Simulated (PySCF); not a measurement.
# As2 (As2): the cost of one run

Programs: PySCF 2.14.0, with routines of our own; each step states its level. All values are computed. Atoms count from 0.

### Step 1. The starting structure

2 atoms, charge 0, multiplicity 1; geometry from: GFN2-xTB.

### Step 2. Relaxing the molecule at PBE0/def2-SVPD

The job: settings as JSON, then the geometry in Å.

```
{"job": {"xc": "PBE0", "basis": "def2-SVPD", "grid": 1, "kind": "geom"}, "charge": 0, "multiplicity": 1}
As     1.048431    -0.003564    -0.002034
As    -1.045674     0.004832    -0.012114
```

Command:

```
> OMP_NUM_THREADS=1 python excited_run.py task.json out
```

The driver reads the jobs from task.json and runs them one after another.

Q: Estimate the wall time and peak memory of this first job on 1 thread of Intel Xeon Platinum 8488C, shared host.

About 4.9 s, with a peak of 0.4 GiB.
